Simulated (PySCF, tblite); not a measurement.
# C₂H₇FSeSi₂: geometry, infrared bands and NMR shifts

Wanted: the infrared bands and NMR shifts of C₂H₇FSeSi₂ (`F/C=C/[SiH2][Se][SiH3]`), by calculation.

Programs: tblite 0.8.0 and PySCF 2.14.0, with density-fitted response routines of our own. Each step states its level of theory. These are calculated values for one molecule in the gas phase, unless marked as measured. Atoms are numbered from 0 throughout.

## 1. The starting structure

13 atoms, charge 0, multiplicity 1; geometry from: force field or distance geometry start.

Bonds of the start (Å): F0–C1 1.34, C1–C2 1.36, C2–Si3 1.81, Si3–Se4 2.29, Se4–Si5 2.29, C1–H6 1.08, C2–H7 1.10, Si3–H8 1.47, Si3–H9 1.49, Si5–H10 1.48, Si5–H11 1.46, Si5–H12 1.48.

## 2. Optimising the geometry with GFN2-xTB

Job settings and geometry (Å):

```
{"job": {"kind": "relax", "xc": "GFN2-xTB", "basis": "xTB"}, "charge": 0, "multiplicity": 1}
F     -3.813800    -0.272600    -1.421800
C     -2.514600    -0.155200    -1.124400
C     -2.192800    -0.262900     0.194500
Si    -0.472200    -0.122300     0.739100
Se     0.860800     0.406100    -1.042900
Si     2.981900     0.316700    -0.173700
H     -1.740900     0.001800    -1.865600
H     -2.984800    -0.414700     0.937800
H      0.076400    -1.354900     1.328700
H     -0.287200     0.989400     1.709700
H      2.941600     1.257800     0.971400
H      3.990000     0.679400    -1.162300
H      3.151100    -1.068300     0.308200
```

The run is started by

```sh
> OMP_NUM_THREADS=1 python probes_run.py task.json out
```

This one command runs all jobs of the session in turn.

**Question.** This job is followed by: GFN2-xTB harmonic vibrations, gas phase; GIAO PBE0/pcSseg-1 NMR shielding, non-relativistic, gas phase. What will the session give for the following? strongest single infrared mode (GFN2-xTB); zero-point energy (GFN2-xTB); 13C shifts against TMS (PBE0/pcSseg-1); 1H shifts against TMS (PBE0/pcSseg-1, means over atoms taken as alike); 19F shifts against CFCl3 (PBE0/pcSseg-1); 29Si shifts against TMS (PBE0/pcSseg-1); 77Se shifts against Me2Se (PBE0/pcSseg-1).

As calculated:

```
                                                              quantity                       value
                             strongest single infrared mode (GFN2-xTB)        745 cm⁻¹, 498 km/mol
                                          zero-point energy (GFN2-xTB)               47.1 kcal/mol
                                13C shifts against TMS (PBE0/pcSseg-1)            171.6, 100.0 ppm
1H shifts against TMS (PBE0/pcSseg-1, means over atoms taken as alike)  6.91, 5.43, 5.26, 4.75 ppm
                              19F shifts against CFCl3 (PBE0/pcSseg-1)                   -71.4 ppm
                               29Si shifts against TMS (PBE0/pcSseg-1)            -36.9, -62.1 ppm
                             77Se shifts against Me2Se (PBE0/pcSseg-1)                    -713 ppm
```

**Reading.** The optimisation took 35 steps and gained 0.257 eV; among the close pairs (by a distance rule), C2–Si3 changed most, from 1.810 to 1.871 Å. No mode is imaginary among the 33: a minimum at this level. GFN2-xTB is a fitted tight-binding method: band positions and strengths are rough. Its intensities can rank the bands wrongly. Spin-orbit coupling is left out, which matters for shieldings and couplings at and beside the heavy atoms.
